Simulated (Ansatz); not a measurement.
Geometry optimisation, DFT PBE-D3(BJ), scalar-relativistic, plane waves, PAW (Ansatz).

Input file:

```yaml
crystal:
  lattice:
    - [-4.1246, -4.1246, 0.0]
    - [4.1246, -4.1246, 0.0]
    - [0.0, 0.0, 5.2948]
  atoms:
    - { symbol: Si, position: [0.5, 0.5, 0.0] }
    - { symbol: Si, position: [0.0, 0.5, 0.25] }
    - { symbol: O, position: [0.1943, 0.5, 0.0] }
    - { symbol: O, position: [0.0, 0.1943, 0.25] }
    - { symbol: O, position: [0.8057, 0.5, 0.0] }
    - { symbol: O, position: [0.0, 0.8057, 0.25] }
    - { symbol: Si, position: [0.5, 0.5, 0.5] }
    - { symbol: Si, position: [0.0, 0.5, 0.75] }
    - { symbol: O, position: [0.1943, 0.5, 0.5] }
    - { symbol: O, position: [0.8057, 0.5, 0.5] }
    - { symbol: "N", position: [0.0, 1.1943, 0.75] }
    - { symbol: Si, position: [0.0, 0.0, 0.0] }
    - { symbol: Si, position: [0.5, 0.0, 0.25] }
    - { symbol: O, position: [0.6943, 0.0, 0.0] }
    - { symbol: O, position: [0.5, 0.6943, 0.25] }
    - { symbol: O, position: [0.3057, 0.0, 0.0] }
    - { symbol: O, position: [0.5, 0.3057, 0.25] }
    - { symbol: Si, position: [0.0, 0.0, 0.5] }
    - { symbol: Si, position: [0.5, 0.0, 0.75] }
    - { symbol: O, position: [0.6943, 0.0, 0.5] }
    - { symbol: O, position: [0.5, 0.6943, 0.75] }
    - { symbol: O, position: [0.3057, 0.0, 0.5] }
    - { symbol: O, position: [0.5, 0.3057, 0.75] }
total_charge: 1
basis:
  ecutwfc: 420.0
kpoints:
  mp_grid: { grid: [3, 3, 3] }
hamiltonian:
  xc: pbe
  dispersion: d3bj
  pseudopotentials: { kind: paw, azcp: { folder: soft_1 } }
scf:
  occupations: { method: gaussian, width: 0.02 }
  lower_state_search: "off"
relax:
  f_tol: 0.03
  max_steps: 60
  adjacent_minimum: "off"
```

Run as:

```bash
$ ansatz run input.yaml --threads 2 --pin off --max-ram 5120MiB --backend cpu --events-out ev --progress --plain --runs-dir out
```

**Question.** Where does it end, and by what steps?

**Answer.** It converged. Limits of this set-up: charged cell in a uniform background, uncorrected. After 6 steps the energy has fallen by 2.490 eV; Si8 moved furthest, 0.29 Å.

| step | energy less start (eV) | largest force component (eV/Å) | accepted |
| --- | --- | --- | --- |
| 0 | 0.0000 | 2.712 | yes |
| 1 | -1.0227 | 3.280 | yes |
| 2 | -2.3429 | 1.151 | yes |
| 3 | -2.4400 | 0.834 | yes |
| 4 | -2.4858 | 0.242 | yes |
| 5 | -2.4888 | 0.075 | yes |
| 6 | -2.4897 | 0.016 | yes |

```xyz
23
Lattice="-4.1246 -4.1246 0.0000 4.1246 -4.1246 0.0000 0.0000 0.0000 5.2948" Properties=species:S:1:pos:R:3
Si -0.007 -4.117 -0.009
Si 2.153 -2.153 1.324
O 1.338 -2.915 -0.040
O 0.899 -0.899 1.324
O -1.210 -5.463 -0.040
O 3.375 -3.375 1.324
Si -0.007 -4.117 2.656
Si 1.856 -1.856 3.971
O 1.338 -2.915 2.687
O -1.210 -5.463 2.687
N 4.801 -4.801 3.971
Si 0.098 -0.098 0.097
Si -2.109 -2.015 1.324
O -2.931 -2.834 0.005
O 0.775 -4.899 1.324
O -1.290 -1.194 0.005
O -0.830 -3.294 1.324
Si 0.098 -0.098 2.550
Si -2.083 -2.041 3.971
O -2.931 -2.834 2.643
O 0.797 -4.922 3.971
O -1.290 -1.194 2.643
O -0.826 -3.299 3.971
```

Whether the end is a true minimum wasn't checked by a vibrational analysis.

The run took 12 s on 2 threads of AMD EPYC 9B45 (Zen 5), on a shared host, peak memory 0.54 GiB.
